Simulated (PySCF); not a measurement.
# C6H9NSi: electronic excitations

Wanted: the electronic excitations of C6H9NSi (`C=C/C=C(\C)[SiH2]C#N`), by calculation.

Computed with PySCF 2.14.0, with density-fitted response routines of our own, on a single molecule in the gas phase. Atoms are numbered from 0 throughout.

## (1) The starting structure

17 atoms, charge 0, multiplicity 1; geometry from: GFN2-xTB.

Bonds of the start (Å): C0–C1 1.33, C1–C2 1.44, C2–C3 1.34, C3–C4 1.50, C3–Si5 1.89, Si5–C6 1.87, C6–N7 1.15, C0–H8 1.08, C0–H9 1.08, C1–H10 1.08, C2–H11 1.08, C4–H12 1.09, C4–H13 1.09, C4–H14 1.09, Si5–H15 1.46, Si5–H16 1.47.

## (2) TDDFT and polarisability: CAM-B3LYP/def2-SVPD

The job: settings as JSON, then the geometry in Å.

```
{"job": {"kind": "uv", "xc": "CAM-B3LYP", "basis": "def2-SVPD", "nstates": 8, "ntriplets": 3}, "charge": 0, "multiplicity": 1}
C     -2.593578     0.177802     1.968794
C     -1.863571     0.336571     0.867626
C     -0.566581    -0.274180     0.698658
C      0.256437    -0.181293    -0.358817
C     -0.040345     0.609404    -1.598055
Si     1.921747    -1.067219    -0.354237
C      3.208137     0.267901    -0.607997
N      3.980508     1.098936    -0.767816
H     -3.558712     0.639908     2.085429
H     -2.244724    -0.422067     2.793889
H     -2.245423     0.948793     0.063079
H     -0.247518    -0.872246     1.545027
H      0.695137     1.407498    -1.706909
H      0.044819    -0.029767    -2.477242
H     -1.031377     1.053090    -1.590866
H      2.213799    -1.706867     0.927875
H      2.064247    -1.974234    -1.498347
```

With the program's defaults for keys left out, this is: TDDFT CAM-B3LYP/def2-SVPD, vertical, gas phase, core orbitals frozen in the response.

Launch:

```
$ OMP_NUM_THREADS=1 python probes_run.py task.json out
```

This one command runs all jobs of the session in turn.

Predict these results of the whole session: lowest singlet (CAM-B3LYP/def2-SVPD); lowest triplet.

As calculated:

| quantity | value |
| --- | --- |
| lowest singlet (CAM-B3LYP/def2-SVPD) | 5.50 eV (226 nm), f = 0.870 |
| lowest triplet | 3.08 eV |

In words: The lowest singlet, at 5.50 eV, is HOMO→LUMO 0.97 and is bright. The lowest triplet lies 2.41 eV below the lowest singlet (triplets in Tamm-Dancoff, singlets in full TDDFT).
